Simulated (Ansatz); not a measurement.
Runs of Ansatz 0.2.0 on BiTe. Symmetry: Fm-3m, No. 225, cubic system. Conventional cell: a = 6.470 Å, b = 6.470 Å, c = 6.470 Å, α = 90.00°, β = 90.00°, γ = 90.00°. Bi (site symmetry m-3m) is surrounded by 6 Te at 3.23 Å. Te (site symmetry m-3m) has 6 Bi at 3.23 Å as nearest neighbours. 

```tsv
task	level	spin	cell	k mesh	screening (1/Å)	share of exact exchange	points for each segment of the path	mesh quality	gap on the mesh (eV)	pressure (GPa)
relaxation of cell and atoms	PBE	off	relaxed	5 × 5 × 5	-	-	-	not flagged	none	0.0
single point	HSE06 form with a typed share of exact exchange	off	as given	4 × 4 × 4	0.15	0.25	-	coarse	none	-1.5
single point	HSE06 form with a typed share of exact exchange	off	as given	4 × 4 × 4	0.4	0.25	-	coarse	none	(a)
band structure	PBE	SOC, no magnetisation	as given	5 × 5 × 5	-	-	14	not flagged	none	2.7
single point	HSE06 form with a typed share of exact exchange	off	as given	4 × 4 × 4	0.1	0.25	-	coarse	none	-1.6
```

Alike in all rows: potentials or basis Ansatz PAW; cutoff (eV) 420; smearing fermi-dirac 0.05 eV.

Question: Estimate the missing entries.

Answer: (a) -0.7.

Caveats: some runs use coarse meshes; spin-orbit coupling is left out, which moves the levels of the heavy elements (some runs); the PAW data sets come from PBE, with cores solved anew for the run's functional, which leaves a small shift of forces and pressure (some runs); the thresholds are loose for stress (some runs); the plane-wave basis is chosen anew once the cell has moved, so the energies of steps on either side of that aren't comparable (some runs).

A k mesh can miss the band edges, and rows without SOC leave out spin-orbit coupling on Bi, Te.

A gap of «none» marks a metal or a gap under the smearing width.
